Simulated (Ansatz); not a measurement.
# C8H18O: basis-set convergence

An exercise on one series of results from a longer session: the logs are not shown, and one member is left open.

The runs use Ansatz 0.2.0, Gaussian basis; one geometry, several basis sets.

The runs, in order: PBE0-D4/def2-SVP; ωB97M-V/def2-SVP; PBE0-D4/def2-QZVPP; ωB97M-V/def2-QZVPP; the functionals' def2-TZVPP values are taken from earlier runs.

### Structure used throughout

An earlier PBE0-D4 in a triple-zeta def2 set relaxation fixed the geometry.

SMILES `CC(C)(C)OC(C)(C)C`, 27 atoms, charge 0, spin multiplicity 1.

Atoms are counted from 1 here; the program's logs count them from 0.

Bond lengths: C1–C2 1.524 Å, C1–H10 1.092 Å, C1–H11 1.092 Å, C1–H12 1.092 Å, C2–C3 1.528 Å, C2–C4 1.524 Å, C2–O5 1.427 Å, C3–H13 1.089 Å, C3–H14 1.093 Å, C3–H15 1.092 Å, C4–H16 1.091 Å, C4–H17 1.091 Å, C4–H18 1.093 Å, O5–C6 1.427 Å, C6–C7 1.524 Å, C6–C8 1.528 Å, C6–C9 1.524 Å, C7–H19 1.092 Å and more. Angles: C2–C1–H10 110.2°, C2–C1–H11 110.9°, C2–C1–H12 110.0°, H10–C1–H11 108.8°, H10–C1–H12 108.2°, H11–C1–H12 108.7°, C1–C2–C3 108.8°, C1–C2–C4 108.9°, C1–C2–O5 102.5°, C3–C2–C4 110.4°, C3–C2–O5 111.4°, C4–C2–O5 114.5°, C2–C3–H13 112.5°, C2–C3–H14 109.9°, C2–C3–H15 109.8°, H13–C3–H14 107.7°, H13–C3–H15 108.6°, H14–C3–H15 108.2° and more.

The first run:

Contents of in.yaml:

```yaml
crystal:
  periodic: [false, false, false]
  atoms:
    - {symbol: C, position_ang: [-0.461781, -1.235883, -2.225845]}
    - {symbol: C, position_ang: [-0.167137, -1.034633, -0.744469]}
    - {symbol: C, position_ang: [1.024582, -1.908909, -0.357165]}
    - {symbol: C, position_ang: [-1.398534, -1.429620, 0.061821]}
    - {symbol: O, position_ang: [0.162788, 0.352725, -0.680543]}
    - {symbol: C, position_ang: [0.221411, 1.163682, 0.492734]}
    - {symbol: C, position_ang: [0.995372, 2.384841, 0.011544]}
    - {symbol: C, position_ang: [-1.172656, 1.607595, 0.933282]}
    - {symbol: C, position_ang: [0.970577, 0.533047, 1.660436]}
    - {symbol: H, position_ang: [-1.307816, -0.616124, -2.528610]}
    - {symbol: H, position_ang: [-0.696875, -2.281286, -2.436940]}
    - {symbol: H, position_ang: [0.405279, -0.944502, -2.821521]}
    - {symbol: H, position_ang: [1.219229, -1.897921, 0.714571]}
    - {symbol: H, position_ang: [0.836673, -2.945091, -0.649324]}
    - {symbol: H, position_ang: [1.920744, -1.564331, -0.877085]}
    - {symbol: H, position_ang: [-2.260467, -0.820850, -0.216194]}
    - {symbol: H, position_ang: [-1.238176, -1.341686, 1.137117]}
    - {symbol: H, position_ang: [-1.640858, -2.474416, -0.146832]}
    - {symbol: H, position_ang: [0.480462, 2.843080, -0.834869]}
    - {symbol: H, position_ang: [1.994969, 2.091942, -0.314888]}
    - {symbol: H, position_ang: [1.087509, 3.125629, 0.808690]}
    - {symbol: H, position_ang: [-1.731587, 1.980146, 0.072492]}
    - {symbol: H, position_ang: [-1.741424, 0.800643, 1.393657]}
    - {symbol: H, position_ang: [-1.092212, 2.415616, 1.664704]}
    - {symbol: H, position_ang: [1.973553, 0.224276, 1.361224]}
    - {symbol: H, position_ang: [0.446316, -0.329014, 2.074833]}
    - {symbol: H, position_ang: [1.068262, 1.270345, 2.460876]}
basis:
  gaussian: {orbitals: def2-SVP}
hamiltonian: {xc: pbe0, dispersion: d4}
output: {orbitals: {seedname: orbitals}}
```

Command:

```console
$ ansatz run in.yaml --threads 5 --pin off --events-out ev --progress --plain --max-ram 66560MiB --backend cpu
```

Steps of the session up to this table: PBE0-D4 in def2-SVP; ωB97M-V in def2-SVP; PBE0-D4 in def2-QZVPP; ωB97M-V in def2-QZVPP.

One of the session's tables, all rows but one given; the rest of the session is left out.

It belongs to the step «Density functionals: the series». 

| functional | basis | HOMO (eV) | LUMO (eV) |
| --- | --- | --- | --- |
| PBE0-D4 | def2-SVP | -7.01 | 1.56 |
| PBE0-D4 | def2-TZVPP | -7.11 | 0.98 |
| PBE0-D4 | def2-QZVPP | -7.13 | 0.54 |
| ωB97M-V | def2-SVP | -9.40 | 3.16 |
| ωB97M-V | def2-TZVPP | ? | ? |
| ωB97M-V | def2-QZVPP | -9.53 | 1.63 |

**Question.** Estimate the row for ωB97M-V, def2-TZVPP.

**Answer.** HOMO (eV): -9.52; LUMO (eV): 2.36. In the column «HOMO (eV)» it lies between ωB97M-V, def2-QZVPP (-9.53) and ωB97M-V, def2-SVP (-9.40).
